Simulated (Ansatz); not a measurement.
**Cr (Chromium): how the settings move a single-point run**

How sensitive is a single-point run of Cr (Chromium) to its settings? A reference run comes first, then one run with altered input.

Program: Ansatz 0.2.0. Level of theory: reference: DFT, r2SCAN, PAW with Ansatz's default frozen-core files, scalar-relativistic. These are calculated values, not measurements.

**1. The structure to begin with**

It takes space group Im-3m (No. 229, cubic). The conventional cell has a = 2.884 Å, b = 2.884 Å, c = 2.884 Å, α = 90.00°, β = 90.00°, γ = 90.00°. Cr (site symmetry m-3m) has 8 Cr at 2.50 Å as nearest neighbours.

Structure file:

```cif
data_structure
_symmetry_space_group_name_H-M 'Im-3m'
_symmetry_Int_Tables_number 229
_cell_length_a 2.8839
_cell_length_b 2.8839
_cell_length_c 2.8839
_cell_angle_alpha 90.000
_cell_angle_beta 90.000
_cell_angle_gamma 90.000
_cell_volume 23.99
loop_
_atom_site_label
_atom_site_type_symbol
_atom_site_symmetry_multiplicity
_atom_site_Wyckoff_symbol
_atom_site_fract_x
_atom_site_fract_y
_atom_site_fract_z
_atom_site_occupancy
Cr1 Cr 2 a 0.00000 0.00000 0.00000 1
```

**2. Baseline**

input.yaml

```yaml
crystal:
  lattice:
    - [0.0, 2.8839, 2.8839]
    - [2.8839, 0.0, 2.8839]
    - [2.8839, 2.8839, 0.0]
  atoms:
    - { symbol: Cr, position: [0.0, 0.0, 0.0], spin: 3.0 }
    - { symbol: Cr, position: [0.25, 0.25, 0.25], spin: 3.0 }
    - { symbol: Cr, position: [0.5, 0.5, 0.5], spin: -3.0 }
    - { symbol: Cr, position: [0.75, 0.75, 0.75], spin: -3.0 }
magnetization:
  spin_polarized: true
kpoints:
  mp_grid: { grid: [9, 9, 9] }
scf:
  occupations: { method: fermi_dirac, width: 0.08 }
  lower_state_search: "off"
hamiltonian:
  xc: r2scan
  pseudopotentials: { kind: paw }
output:
  forces: true
  stress: true
  eigenvalues: true
  populations: true
  write_density: true
  write_potential: true
  elf: true
  volumetric_format: npy
```

Run with:

```
ansatz run input.yaml --threads 2 --pin off --max-ram 6144MiB --backend cpu --events-out ev --progress --plain --runs-dir out
```

**3. Changed: dispersion d3bjatm, accuracy low**

input.yaml, as its differences from that of step 2:

```diff
@@ -20,2 +20,3 @@
   pseudopotentials: { kind: paw }
+  dispersion: d3bjatm
 output:
@@ -29 +30,2 @@
   volumetric_format: npy
+accuracy: low
```

**Question.** What will these runs give? Wanted: for each run, ending; energy change; pressure; gap; force.

As calculated:

```
                                run     ending                                     energy change  pressure (GPa)  gap (eV)  force (eV/Å)  cycles  time
                          reference  converged                                                 0           -14.0      0.00          0.00      21  14 s
1: dispersion d3bjatm, accuracy low  converged  -174.2 meV/atom (offset of the dispersion model)           -15.7      0.00          0.00      21  13 s
```

Residual by cycle in the longest SCF loop of each run; runs are numbered as in the table. The quantity is the density residual dr2, in eV.

```
cycle  reference    run 1
    1       19.3     19.3
    3       2.16     2.16
    5     0.0456   0.0456
    6     0.0217   0.0217
    8     0.0179   0.0179
   10    0.00321  0.00321
   12    0.00423  0.00423
   14     3.2e-5   3.2e-5
   16     8.9e-7   8.9e-7
   17     2.6e-8   2.6e-8
   19     2.9e-9   2.9e-9
   21    3.6e-11  3.6e-11
```

The energy moves by -174.2 meV/atom, nearly all of it the dispersion term itself (-174.2 meV/atom); that offset belongs to the model and is no gain or loss of stability; the pressure goes from -14.0 to -15.7 GPa. The structure is not at rest: the sound run finds -14 GPa, so these are no properties of the relaxed crystal. 
